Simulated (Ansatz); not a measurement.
This was printed by a script on the Ansatz DFT code, driven from Python, for a single point in a Gaussian basis of C2H6SeSi, SMILES C1[SiH2]C[Se]1. What did the script look like? Use: B3LYP, 6-31G* basis, multiplicity 1.

```xyz
10

C    -0.8590    0.4506   -0.8159
Si   -0.2163   -0.9269    0.1416
C     1.0388    0.2968    0.6793
Se    0.4793    1.8532   -0.3008
H    -0.8659    0.2940   -1.9368
H    -1.9262    0.7818   -0.4824
H     0.3741   -1.9693   -0.7202
H    -1.0600   -1.3192    1.2343
H     1.0309    0.4842    1.8304
H     2.0873    0.0036    0.3736
```

```console
$ python energy_c2h6sesi.py
INFO:ansatz_job:reference energy    -75390.973698 eV
INFO:ansatz_job:total energy        -75390.973698 eV
occupied (up, down): [33, 33]  virtual: [63, 63]  frozen: 0
<S^2> = 0.0  relativity: none
passes: {'evaluations': 19, 'products': 12}
occupied orbitals by irrep: [{'A': 33}, {'A': 33}]
INFO:ansatz_job:Alpha     -17.911 eV  occupation 2
INFO:ansatz_job:Alpha     -16.456 eV  occupation 2
INFO:ansatz_job:Alpha     -13.593 eV  occupation 2
INFO:ansatz_job:Alpha     -11.958 eV  occupation 2
INFO:ansatz_job:Alpha     -11.213 eV  occupation 2
INFO:ansatz_job:Alpha     -10.766 eV  occupation 2
INFO:ansatz_job:Alpha      -9.570 eV  occupation 2
INFO:ansatz_job:Alpha      -9.443 eV  occupation 2
INFO:ansatz_job:Alpha      -8.035 eV  occupation 2
INFO:ansatz_job:Alpha      -7.655 eV  occupation 2
INFO:ansatz_job:Alpha      -5.655 eV  occupation 2
INFO:ansatz_job:Alpha      -1.000 eV  occupation 0
INFO:ansatz_job:Alpha       0.834 eV  occupation 0
INFO:ansatz_job:Alpha       1.491 eV  occupation 0
INFO:ansatz_job:Alpha       1.717 eV  occupation 0
INFO:ansatz_job:Alpha       1.912 eV  occupation 0
INFO:ansatz_job:Alpha       3.108 eV  occupation 0
INFO:ansatz_job:Alpha       3.696 eV  occupation 0
INFO:ansatz_job:Alpha       3.810 eV  occupation 0
```

One script that gives this output:

The script, `energy_c2h6sesi.py`:
```python
"""Single point of C2H6SeSi in a Gaussian basis."""

from pathlib import Path
import logging
import sys

import ansatz as az
from ase import Atoms

logging.basicConfig(stream=sys.stdout, format="%(levelname)s:%(name)s:%(message)s")
logger = logging.getLogger("ansatz_job")
logger.setLevel(logging.INFO)

config = {
    "basis_set": "6-31G*",
    "functional": "b3lyp",
}

atoms = Atoms(["C", "Si", "C", "Se", "H", "H", "H", "H", "H", "H"], positions=[
    (-0.859, 0.4506, -0.8159),
    (-0.2163, -0.9269, 0.1416),
    (1.0388, 0.2968, 0.6793),
    (0.4793, 1.8532, -0.3008),
    (-0.8659, 0.294, -1.9368),
    (-1.9262, 0.7818, -0.4824),
    (0.3741, -1.9693, -0.7202),
    (-1.06, -1.3192, 1.2343),
    (1.0309, 0.4842, 1.8304),
    (2.0873, 0.0036, 0.3736),
])
system = az.Crystal.molecule_from_ase(atoms)

base = (
    system.calculation()
    .basis(gaussian=config["basis_set"])
    .functional(config["functional"])
    .accuracy("high")
    .scf(lower_state_search="standard")
    .orbitals()
)
result = base.run(threads=1, pin="off", runs_dir="c2h6sesi_runs")
data = result.report

logger.info("reference energy %16.6f eV" % data["reference_energy_ev"])
logger.info("total energy     %16.6f eV" % data["free_energy_ev"])
print("occupied (up, down):", data["n_occupied"], " virtual:", data["n_virtual"], " frozen:", data["n_frozen"])

field = data["mean_field"]
print("<S^2> =", round(abs(field["state"]["spin_squared"]), 4), " relativity:", field["relativity"])
print("passes:", field["passes"])
if "symmetry" in field:
    print("occupied orbitals by irrep:", field["symmetry"]["occupied"])

lines = Path(data["orbitals_path"]).read_text().splitlines()
field_of = lambda key: [line.split("=")[1].strip() for line in lines if line.startswith(key)]
orbitals = [(27.211386 * float(e), s, float(n)) for e, s, n in zip(field_of("Ene="), field_of("Spin="), field_of("Occup="))]
homo = max(e for e, _, n in orbitals if n > 0.5)
lumo = min(e for e, _, n in orbitals if n < 0.5)
for e, spin, n in sorted(orbitals):
    if homo - 15 < e < lumo + 5:
        logger.info(f"{spin:6s} {e:10.3f} eV  occupation {n:.0f}")
```

Notes:
- These settings explore the input space; basis and method may be short of convergence.
- The geometry is a force-field or estimated start, not a minimum of this method, and the basis set is short of its limit.
- Alpha marks a spatial orbital of a restricted run, filled by both spins.
- b3lyp holds the VWN-RPA fit, as in Gaussian; the form of ORCA and Turbomole is b3lyp5.
- Levels such as HOMO and LUMO are orbital energies: with these approximate functionals they aren't the ionisation energy and electron affinity, and their gap isn't the fundamental gap.
- Finished in 20 s on 1 thread of Arm Neoverse N1, on a shared host, peak memory 0.46 GiB.

(Lines on the test bed's own set-up are left out of the output.)
